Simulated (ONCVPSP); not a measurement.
# Pseudopotential generation for Co: ONCV, PBE

Task: generate the file, and judge it by its errors in other configurations, its logarithmic derivatives, its ghosts and its cutoff.

The numbers are computed with ONCVPSP 4.0.1.1 (patched build) (PBE, scalar-relativistic, spin-unpolarised reference atom).

## (1) The atom and the settings

The settings as typed:

- element: cobalt (Co, Z = 27)
- type: optimised norm-conserving Vanderbilt (ONCV)
- frozen core: [Ne]
- valence charge: 17
- reference configuration: 3s2 3p6 3d7 4s2
- partial waves: 3s+4s: rc 1.15 bohr, ncon 4, nbas 8, qcut 8.4 1/bohr, 2 projectors; 3p: rc 1.00 bohr, ncon 4, nbas 9, qcut 17.3 1/bohr, 2 projectors, debl 3 Ha; 3d: rc 1.55 bohr, ncon 4, nbas 8, qcut 11 1/bohr, 2 projectors, debl 0.9 Ha; f scattering state at 0.17 Ha: rc 1.65 bohr, ncon 4, nbas 8, qcut 7.5 1/bohr, 2 projectors, debl 2.6 Ha
- local potential: polynomial inside 0.75 bohr (lpopt 5, dvloc0 -1 Ha)
- core correction: Teter function fitted to the true core (icmod 2), fcfact 0.3

An earlier all-electron run gives the scale for the radii.

All-electron outer shells of the reference configuration (PBE, scalar-relativistic, ld1.x):

```tsv
shell	level (eV)	outermost node (bohr)	outermost maximum (bohr)
2p	-769.94	–	0.17
3s	-102.40	0.31	0.66
3p	-65.64	0.28	0.68
3d	-8.20	–	0.66
4s	-5.47	0.96	2.32
4p	-1.28	1.05	3.25
```

## (2) Generating the potential

File Co.dat:

```
# ATOM AND REFERENCE CONFIGURATION
# atsym  z   nc   nv     iexc    psfile
  Co 27.00    3    4        4      upf
#
#   n    l    f
    1    0    2.00
    2    0    2.00
    2    1    6.00
    3    0    2.00
    3    1    6.00
    3    2    7.00
    4    0    2.00
#
# PSEUDOPOTENTIAL AND OPTIMIZATION
# lmax
    3
#
#   l,   rc,      ep,       ncon, nbas, qcut
    0    1.15    0.00    4    8    8.40
    1    1.00    0.00    4    9   17.30
    2    1.55    0.00    4    8   11.00
    3    1.65    0.17    4    8    7.50
#
# LOCAL POTENTIAL
# lloc, lpopt,  rc(5),   dvloc0
    4    5    0.75   -1.00
#
# VANDERBILT-KLEINMAN-BYLANDER PROJECTORs
# l, nproj, debl
    0    2    0.30
    1    2    3.00
    2    2    0.90
    3    2    2.60
#
# MODEL CORE CHARGE
# icmod, fcfact, rcfact
    2    0.30    0.75
#
# LOG DERIVATIVE ANALYSIS
# epsh1, epsh2, depsh
   -5.00    5.00    0.04
#
# OUTPUT GRID
# rlmax, drl
    6.00    0.01
#
# TEST CONFIGURATIONS
# ncnf
    4
# nvcnf
#   n    l    f
    4
    3    0    2.00
    3    1    6.00
    3    2    7.00
    4    0    1.00
#
    4
    3    0    2.00
    3    1    6.00
    3    2    7.00
    4    0    0.00
#
    4
    3    0    2.00
    3    1    6.00
    3    2    6.00
    4    0    0.00
#
    4
    3    0    1.00
    3    1    6.00
    3    2    7.00
    4    0    2.00
#
```

Command:

```
$ oncvpsp.x < Co.dat > Co.out
```

Before running it: what results should come out? Wanted: cutoffs for 1 and 0.1 mHa per electron, occupied waves; bound ghosts; GHOST(+) flags; largest test error; largest phase difference near zero energy, channels read; rms error of d²Exc/dn², without and with the model core.

As calculated:

| quantity | value |
| --- | --- |
| cutoffs for 1 and 0.1 mHa per electron, occupied waves | 68 Ha and 88 Ha |
| bound ghosts | none found |
| GHOST(+) flags | f at 156 eV |
| largest test error (AE − PS) | -351 meV, for 3s1 3p6 3d7 4s2 |
| largest phase difference near zero energy, channels read | 0.000 rad |
| rms error of d²Exc/dn², without and with the model core | 2.20 and 1.29 mHa |

What this shows: By total energies transferability is poor: the largest error is 351 meV on 110.5 eV, for 3s1 3p6 3d7 4s2. That test lies far up in energy; among those under 40 eV, nearer to bonding, the largest error is 4.4 meV. It counts as very hard, with 68 Ha needed at the looser tolerance. At the looser tolerance the 3p wave is the slowest; 3d needs 45 Ha. It is free of bound ghosts as far as tested. Near zero energy the phases of the channels with partial waves agree within 0.001 rad. The program also flags highly localised states, GHOST(+) (f). These are tests on the free atom; a crystal test is still owed.
